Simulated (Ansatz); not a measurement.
Turn this script for the Ansatz DFT code, driven from Python into the input file that the command-line program reads.

The script, `run_bands.py`:
```python
# -*- coding: utf-8 -*-
"""Bands of Cs2LiSbCl6 along a path through the zone."""

import logging
import sys

import ansatz as az
from ase import Atoms
import numpy as np

logging.basicConfig(stream=sys.stdout, format="%(levelname)s %(message)s")
log = logging.getLogger("run")
log.setLevel(logging.INFO)

MESH = (3, 3, 3)
N_EMPTY = 10


def main():
    atoms = Atoms(
        ["Cs", "Cs", "Li", "Sb", "Cl", "Cl", "Cl", "Cl", "Cl", "Cl"],
        scaled_positions=[
            (0.75, 0.75, 0.75),
            (0.25, 0.25, 0.25),
            (0.5, 0.5, 0.5),
            (0.0, 0.0, 0.0),
            (0.74919, 0.25081, 0.25081),
            (0.25081, 0.25081, 0.74919),
            (0.25081, 0.74919, 0.74919),
            (0.25081, 0.74919, 0.25081),
            (0.74919, 0.25081, 0.74919),
            (0.74919, 0.74919, 0.25081),
        ],
        cell=[
            (0.0, 5.33221, 5.33221),
            (5.33221, 0.0, 5.33221),
            (5.33221, 5.33221, 0.0),
        ],
        pbc=True,
    )
    crystal = az.Crystal.from_ase(atoms)

    # high-symmetry points in fractions of the reciprocal vectors
    path = [
        ("K", (0.375, 0.375, 0.75)),
        ("G", (0.0, 0.0, 0.0)),
        ("L", (0.5, 0.5, 0.5)),
        ("W", (0.5, 0.25, 0.75)),
        ("X", (0.5, 0.0, 0.5)),
    ]
    calc = crystal.calculation()
    calc = calc.functional(az.Functional.LDA).kpoints(mesh=MESH, center="gamma")
    calc = calc.occupations(az.OccupationsMethod.FIXED).band_structure([point for _, point in path], intervals=6)
    calc = calc.scf(extra_bands=N_EMPTY)
    done = calc.run(threads=1)
    report = done.report

    energy = report["free_energy_ev"]
    log.info("Cs2LiSbCl6: {:.6f} eV = {:.6f} Ry = {:.6f} Ha".format(energy, energy / 13.605693, energy / 27.211386))
    log.info("Fermi level {:.4f} eV, {} k-points, {} symmetry operations".format(report["fermi_energy_ev"], report["n_kpoints"], report["n_symmetry_ops"]))

    bands = done.band_structure()
    fermi = bands.fermi_energy_ev
    log.info(f"zero of the bands: {fermi:.3f} eV, the Fermi level found on the SCF mesh")
    levels = bands.channels[0].eigenvalues_ev - fermi
    filled = round(report["n_electrons"]) // 2
    valence, conduction = levels[:, filled - 1], levels[:, filled]
    log.info("k (fractions)              top valence  bottom conduction (eV)")
    for k, lo, hi in zip(bands.kpoints_frac, valence, conduction):
        log.info(f"{k[0]:7.3f} {k[1]:7.3f} {k[2]:7.3f} {lo:12.3f} {hi:13.3f}")
    log.info(f"on this path: least direct gap {np.min(conduction - valence):.3f} eV, least gap {conduction.min() - valence.max():.3f} eV")


if __name__ == "__main__":
    main()
```

`python run_bands.py` gives:
```text
DeckWarning: basis.ecutwfc = 420 eV, auto-derived from the records' recommended cutoffs: set by Cs (normal level)
INFO Cs2LiSbCl6: -23827.051895 eV = -1751.256029 Ry = -875.628015 Ha
INFO Fermi level 2.5329 eV, 4 k-points, 48 symmetry operations
INFO zero of the bands: 2.533 eV, the Fermi level found on the SCF mesh
INFO k (fractions)              top valence  bottom conduction (eV)
INFO   0.375   0.375   0.750        0.052         3.460
INFO   0.312   0.312   0.625       -0.036         3.363
INFO   0.250   0.250   0.500       -0.188         3.272
INFO   0.188   0.188   0.375       -0.391         3.199
INFO   0.125   0.125   0.250       -0.621         3.148
INFO   0.062   0.062   0.125       -0.766         3.119
INFO   0.000   0.000   0.000       -0.754         3.110
INFO   0.083   0.083   0.083       -0.764         3.098
INFO   0.167   0.167   0.167       -0.714         3.067
INFO   0.250   0.250   0.250       -0.540         3.023
INFO   0.333   0.333   0.333       -0.390         2.976
INFO   0.417   0.417   0.417       -0.287         2.940
INFO   0.500   0.500   0.500       -0.250         2.926
INFO   0.500   0.458   0.542       -0.225         2.962
INFO   0.500   0.417   0.583       -0.159         3.064
INFO   0.500   0.375   0.625       -0.077         3.210
INFO   0.500   0.333   0.667        0.001         3.377
INFO   0.500   0.292   0.708        0.057         3.540
INFO   0.500   0.250   0.750        0.077         3.653
INFO   0.500   0.208   0.708        0.078         3.647
INFO   0.500   0.167   0.667        0.081         3.632
INFO   0.500   0.125   0.625        0.085         3.611
INFO   0.500   0.083   0.583        0.089         3.590
INFO   0.500   0.042   0.542        0.092         3.575
INFO   0.500   0.000   0.500        0.093         3.569
INFO on this path: least direct gap 3.176 eV, least gap 2.833 eV
```
(Warnings from the package without file and line.)

`input.yaml`:
```yaml
crystal:
  lattice:
    - [0.0, 5.33221, 5.33221]
    - [5.33221, 0.0, 5.33221]
    - [5.33221, 5.33221, 0.0]
  atoms:
    - { symbol: Cs, position: [0.75, 0.75, 0.75] }
    - { symbol: Cs, position: [0.25, 0.25, 0.25] }
    - { symbol: Li, position: [0.5, 0.5, 0.5] }
    - { symbol: Sb, position: [0.0, 0.0, 0.0] }
    - { symbol: Cl, position: [0.74919, 0.25081, 0.25081] }
    - { symbol: Cl, position: [0.25081, 0.25081, 0.74919] }
    - { symbol: Cl, position: [0.25081, 0.74919, 0.74919] }
    - { symbol: Cl, position: [0.25081, 0.74919, 0.25081] }
    - { symbol: Cl, position: [0.74919, 0.25081, 0.74919] }
    - { symbol: Cl, position: [0.74919, 0.74919, 0.25081] }
kpoints:
  mp_grid: { grid: [3, 3, 3], shift: [0.0, 0.0, 0.0] }
  band_path:
    path:
      - [0.375, 0.375, 0.75]
      - [0.0, 0.0, 0.0]
      - [0.5, 0.5, 0.5]
      - [0.5, 0.25, 0.75]
      - [0.5, 0.0, 0.5]
    npoints: 6
hamiltonian:
  xc: lda
scf:
  n_extra_bands: 10
  occupations: { method: fixed }
```

On the command line:
```console
$ ansatz run input.yaml --threads 1 --pin off --max-ram 3072MiB --backend cpu --events-out ev --progress --plain --runs-dir out
scf.n_extra_bands = 10 over 39 filled bands (N_el = 78.0): the run solves 49 bands
Engine: ansatz 0.2.0, aarch64-unknown-linux-gnu
Pseudopotentials: kind: paw
Pseudopotential: Cs, paw, valence charge 9, recommended cutoff 420 eV (normal), Cs.paw.azcp
Pseudopotential: Li, paw, valence charge 3, recommended cutoff 420 eV (normal), Li.paw.azcp
Pseudopotential: Sb, paw, valence charge 15, recommended cutoff 420 eV (normal), Sb.paw.azcp
Pseudopotential: Cl, paw, valence charge 7, recommended cutoff 420 eV (normal), Cl.paw.azcp
Functional definition: SPW92
  exchange = slater_x
  correlation = pw_c
Crystal: 10 atoms, lattice volume = 303.216 Å³
Basis set: ecut = 420 eV, 5961 PW (Γ)
Bands: 49, of which v1, the nominal top of the filled ones, is band 39 counted from 1 (38 counted from 0)
Symmetry: 48 space group operations
Space group: Fm-3m (ITA 225), of the structure as read, at distance tolerance 6.7e-5 Å
k-points: 4 of 27
Non-local potential: Cs, projectors of the file, l = 0: 3, l = 1: 2, l = 2: 2, l = 3: 2
Non-local potential: Li, projectors of the file, l = 0: 3, l = 1: 2, l = 2: 1
Non-local potential: Sb, projectors of the file, l = 0: 2, l = 1: 2, l = 2: 2, l = 3: 2
Non-local potential: Cl, projectors of the file, l = 0: 2, l = 1: 2, l = 2: 2
PAW form: soft (Blöchl's): semilocal exchange-correlation on the pseudo side does not see the compensation charge
PAW frozen core: Cs, regenerated for the run's functional, and the local potential with it (the file was generated under x = pbe(κ = 0.804, μ = 0.2195149727645171), c = pbe(β = 0.06672455060314922))
PAW frozen core: Sb, regenerated for the run's functional, and the local potential with it (the file was generated under x = pbe(κ = 0.804, μ = 0.2195149727645171), c = pbe(β = 0.06672455060314922))
PAW frozen core: Cl, regenerated for the run's functional, and the local potential with it (the file was generated under x = pbe(κ = 0.804, μ = 0.2195149727645171), c = pbe(β = 0.06672455060314922))
PAW one-centre angular grid: Cs, 194 points (default); XC on 64 Gauss nodes
PAW one-centre angular grid: Li, 110 points (default); XC on 64 Gauss nodes
PAW one-centre angular grid: Sb, 590 points (default); XC on 64 Gauss nodes
PAW one-centre angular grid: Cl, 110 points (default); XC on 64 Gauss nodes
Initial density: superposition of atomic densities (neutral atoms: chi_scale 0, normalization atom), corrected by the library's trained network
Initial wavefunctions: pseudopotential atomic-orbital guess
Functional: x = slater, c = lda
SCF iter   1: F=—  HF=-23827.094961 eV  |F-HF|=—  |Δ(HF+E_count)|=         —  Δρ=5.95e-3  dr2=1.22e-1  ethr=1.77e-3  ⟨swp⟩=5.0  Hψ=659  notcnv=0  defer=29
preconditioner: auto → Resta (q_TF=auto, 2.176 Å⁻¹)  ε∞=3.4  [insulator: Δε(μ)=2.891 eV  Ē_g=10.905 eV  n_scr=58 (ndim 8)  ℏωp=16.8 eV  f_vac=0.027  ε∞_Penn≈3.4]
SCF iter   2: F=—  HF=-23827.058057 eV  |F-HF|=—  |Δ(HF+E_count)|=   3.69e-2  Δρ=2.82e-3  dr2=1.90e-2  ethr=1.57e-4  ⟨swp⟩=2.0  Hψ=349  notcnv=0  defer=30
SCF iter   3: F=—  HF=-23827.052141 eV  |F-HF|=—  |Δ(HF+E_count)|=   5.92e-3  Δρ=6.76e-4  dr2=1.31e-3  ethr=2.44e-5  ⟨swp⟩=2.0  Hψ=345  notcnv=0  defer=30
SCF iter   4: F=—  HF=-23827.051959 eV  |F-HF|=—  |Δ(HF+E_count)|=   1.82e-4  Δρ=1.16e-4  dr2=6.59e-5  ethr=1.68e-6  ⟨swp⟩=2.0  Hψ=279  notcnv=0  defer=30
SCF iter   5: F=—  HF=-23827.051894 eV  |F-HF|=—  |Δ(HF+E_count)|=   6.49e-5  Δρ=3.45e-5  dr2=4.82e-6  ethr=8.45e-8  ⟨swp⟩=2.8  Hψ=334  notcnv=0  defer=28
SCF iter   6: F=—  HF=-23827.051895 eV  |F-HF|=—  |Δ(HF+E_count)|=   1.51e-6  Δρ=7.81e-6  dr2=3.63e-7  ethr=6.17e-9  ⟨swp⟩=2.8  Hψ=338  notcnv=0  defer=28
SCF iter   7: F=-23827.051895 eV  HF=-23827.051895 eV  |F-HF|=8.81e-9  |Δ(HF+E_count)|=   8.53e-8  Δρ=2.29e-6  dr2=2.64e-8  ethr=1.28e-10  ⟨swp⟩=18.2  Hψ=1025  notcnv=0
SCF 1 converged in 7 iterations: F = -23827.051895 eV  dr2 = 2.64e-8
  greatest PAW one-centre occupation: 1.000 electrons in one spin orbital (limit 2), on the Li atom at site 2 (counted from 0), in its partial waves of l = 0
NSCF: frozen V_eff on 25 k-points
SCF converged after 7 iterations
Free energy (F): -23827.051895 eV
Harris-Foulkes:  -23827.051895 eV  (|F-HF|=8.81e-9)
Internal energy: -23827.051895 eV  (E = F + TS)
E sigma→0 (E₀):  -23827.051895 eV
Fermi energy:    2.532938 eV
--- Per-component energies (eV) ---
  E_band       = -575.509077
  E_kinetic    = 1474.317942
  E_local      = -4408.489367  (includes V_loc(G=0)·N_el)
  E_nonlocal   = 577.339772
  E_hartree    = 1703.800695
  E_xc         = -1127.549994
  E_vxc        = -1090.328490  (∫ρ·V_xc dr)
  E_paw        = -17998.597151  (= ΣΔE_a)
  E_vpaw       = -535.951092  (= ΣTr[D̂ρ^β])
  E_aug_tail   = 0.000609  (compensation charges beyond the density's cutoff)
  E_ewald      = -4050.117288
  E_core_change = 2.242886  (= ΣΔE_core)
  E_smearing   = -0.000000  (= −TS)
  E_closure    = -0.000000  (closes the sum)
  Σ components = -23827.051895   (vs F -23827.051895, Δ=0.00e0)
--- Band table (eV) ---
  k-point 0: bands = ["-41.2611", "-26.1143", "-26.1143", "-26.1041", "-26.1041", "-26.1041", "-17.0842", "-17.0697", "-11.4911", "-10.9088", "-10.9088", "-10.9088", "-10.6696", "-10.6696", "-5.7953", "-4.0038", "-4.0038", "-4.0038", "-3.8904", "-3.8904", "-3.8904", "-1.1543", "-1.1543", "-1.1543", "0.5167", "0.5167", "0.5167", "0.9360", "0.9360", "1.2185", "1.2185", "1.2185", "1.4510", "1.4510", "1.4510", "1.4717", "1.7794", "1.7794", "1.7794", "5.6425", "5.6425", "5.6425", "7.2697", "7.9755", "7.9755", "8.8637", "8.8637", "8.8637", "9.1255"]
  k-point 1: bands = ["-41.2611", "-26.1143", "-26.1143", "-26.1041", "-26.1041", "-26.1041", "-17.0799", "-17.0727", "-11.4262", "-11.0138", "-10.8644", "-10.8644", "-10.7218", "-10.7218", "-5.6986", "-3.9457", "-3.9457", "-3.8861", "-3.8861", "-3.8751", "-3.8173", "-1.4287", "-0.9058", "-0.9058", "0.3503", "0.4597", "0.4597", "0.6590", "0.6590", "0.7401", "0.9743", "0.9743", "1.3468", "1.4503", "1.4503", "1.5723", "1.5723", "1.6286", "2.1433", "5.5093", "6.3086", "6.3086", "8.1269", "8.5802", "8.5802", "8.9863", "9.3329", "9.3329", "9.5786"]
  k-point 2: bands = ["-41.2611", "-26.1143", "-26.1143", "-26.1041", "-26.1041", "-26.1041", "-17.0797", "-17.0725", "-11.4072", "-10.9193", "-10.9178", "-10.9178", "-10.8031", "-10.6661", "-5.6606", "-3.9302", "-3.9302", "-3.8503", "-3.8476", "-3.8476", "-3.8406", "-1.1263", "-1.1263", "-1.0367", "0.1126", "0.1937", "0.6959", "0.6959", "0.7483", "0.9295", "1.0786", "1.0984", "1.0984", "1.2849", "1.2849", "1.3305", "1.3305", "1.7677", "2.3869", "5.9944", "5.9944", "6.3087", "8.3452", "8.8047", "8.9280", "9.3140", "9.3313", "9.7280", "9.7280"]
  k-point 3: bands = ["-41.2611", "-26.1143", "-26.1143", "-26.1041", "-26.1041", "-26.1041", "-17.0759", "-17.0759", "-11.3729", "-11.0136", "-10.9158", "-10.8712", "-10.7583", "-10.7177", "-5.6275", "-3.8974", "-3.8763", "-3.8676", "-3.8544", "-3.8257", "-3.8154", "-1.2912", "-1.0356", "-0.8746", "0.1877", "0.3075", "0.3816", "0.4164", "0.7232", "0.9401", "0.9787", "1.0305", "1.0788", "1.2362", "1.2682", "1.3426", "1.4260", "1.6088", "2.5329", "5.9287", "6.2647", "6.4935", "9.0675", "9.1053", "9.2407", "9.4812", "9.5447", "9.7248", "9.9905"]
```

Caveats:
- Absolute energies stand on the zero of these potentials, so only differences at equal settings mean something. A total without «per atom» is that of the cell as typed.
- Along an axis with an odd division the mesh misses the point at one half; a gap read on a finite mesh is an upper bound on this functional's gap.
- Semilocal gaps usually lie well under measured ones.
- With fixed filling the reported Fermi level is the top filled level among the k-points of the SCF.
- Only differences from the Fermi energy are physical; the zero of the scale is a convention.
- This cell is a computed structure, which may not be the phase found in nature.
- Gaps and levels are Kohn-Sham values on a finite set of k-points, without spin-orbit coupling.
- It ran for 18 s on 1 thread of Arm Neoverse V1, on a shared host, peak memory 0.58 GiB.

(A comment or docstring line of the script was reworded after the run, the code is as it ran; lines on the test bed's own set-up are left out of the output.)
